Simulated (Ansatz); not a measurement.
# AlN: the cost of one run

Method: DFT PBE, scalar-relativistic, plane waves, PAW, and further levels as typed in the inputs, in Ansatz 0.2.0.

### 1 The system as given

The structure is hexagonal, space group P6_3mc (No. 186). The conventional cell has a = 3.111 Å, b = 3.111 Å, c = 4.981 Å, α = 90.00°, β = 90.00°, γ = 120.00°. Around Al (site symmetry 3m) lie 4 N at 1.89 to 1.90 Å. Around N (site symmetry 3m) lie 4 Al at 1.89 to 1.90 Å.

Coordinates:

```cif
data_structure
_symmetry_space_group_name_H-M 'P 1'
_symmetry_Int_Tables_number 1
_cell_length_a 3.1110
_cell_length_b 3.1110
_cell_length_c 4.9810
_cell_angle_alpha 90.000
_cell_angle_beta 90.000
_cell_angle_gamma 120.000
_cell_volume 41.75
loop_
_atom_site_label
_atom_site_type_symbol
_atom_site_fract_x
_atom_site_fract_y
_atom_site_fract_z
_atom_site_occupancy
Al1 Al 0.33333 0.66667 0.00000 1
Al2 Al 0.66667 0.33333 0.50000 1
N1 N 0.33333 0.66667 0.38200 1
N2 N 0.66667 0.33333 0.88200 1
```

### 2 Relaxing the atoms: AlN, no spin

File input.yaml:

```yaml
crystal:
  lattice:
    - [3.111, 0.0, 0.0]
    - [-1.5555, 2.69420503, 0.0]
    - [0.0, 0.0, 4.981]
  atoms:
    - { symbol: Al, position: [0.3333333333, 0.6666666667, 0.0] }
    - { symbol: Al, position: [0.6666666667, 0.3333333333, 0.5] }
    - { symbol: "N", position: [0.3333333333, 0.6666666667, 0.382] }
    - { symbol: "N", position: [0.6666666667, 0.3333333333, 0.882] }
scf:
  occupations: { method: gaussian, width: 0.05 }
output:
  forces: true
  stress: true
hamiltonian:
  xc: pbe
kpoints:
  mp_grid: { grid: [8, 8, 5] }
relax:
  f_tol: 0.003
```

Launch:

```
> ansatz run input.yaml --threads 8 --pin off --max-ram 16384MiB --backend cpu --events-out ev --progress --plain --runs-dir out
```

Q: Estimate wall time and peak memory on 8 threads of Arm Neoverse V1, shared host.

About 1.6 s, with a peak of 0.34 GiB.
